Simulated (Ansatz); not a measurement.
Working through the interaction energy of a dimer with the counterpoise correction of BrCl

Program: the Python package of Ansatz (0.2.0).

Notebook, run cell by cell (the value of a cell's last expression is shown):

In [1]:
```python
import ansatz as az

FIRST = [
    ('Br', (0.0, 0.0, -1.0425)),
    ('Cl', (0.0, 0.0, 1.0425)),
]
SECOND = [
    ('Br', (0.648, 1.6895, -5.1567)),
    ('Cl', (-0.7354, 0.243, -4.5728)),
]
```

In [2]:
```python
def energy(atoms, ghosts=()):
    molecule = az.Crystal.molecule()
    for symbol, xyz in atoms:
        molecule = molecule.atom(symbol, xyz)
    calc = (
        molecule.calculation()
        .basis(gaussian='def2-SVPD')
        .correlation('mp2')
    )
    deck = calc.input()
    if ghosts:
        deck = deck.set(az.key.basis.gaussian.ghost_atoms, [{'symbol': s, 'position_ang': list(xyz)} for s, xyz in ghosts])
    return az.Session.from_dict(deck).plan().execute().report['free_energy_ev']
```

In [3]:
```python
# monomers in their own basis and in the basis of the dimer
both = energy(FIRST + SECOND)
alone = energy(FIRST) + energy(SECOND)
ghosted = energy(FIRST, SECOND) + energy(SECOND, FIRST)
print(f'dimer {both:.6f} eV')
print(f'interaction, uncorrected   {96.485332 * (both - alone):8.3f} kJ/mol')
print(f'interaction, counterpoise  {96.485332 * (both - ghosted):8.3f} kJ/mol')
print(f'basis-set superposition    {96.485332 * (alone - ghosted):8.3f} kJ/mol')
```
```text
dimer -164999.614892 eV
interaction, uncorrected    -13.050 kJ/mol
interaction, counterpoise    -6.184 kJ/mol
basis-set superposition       6.866 kJ/mol
```

Uncorrected it is -13.050 kJ/mol, with the counterpoise correction -6.184 kJ/mol; the difference, 6.87 kJ/mol, is the superposition error.

These settings explore the input space; basis and method may be short of convergence. The dimer is a generated trial pose of unrelaxed monomers, not a minimum, so the figure is no binding energy, and the basis set is small. The spin state was assumed, and another may lie lower. Timing: 13 s on 1 thread of Arm Neoverse V1 (shared host), peak memory 0.39 GiB.

(Lines on the test bed's own set-up are left out of the output.)
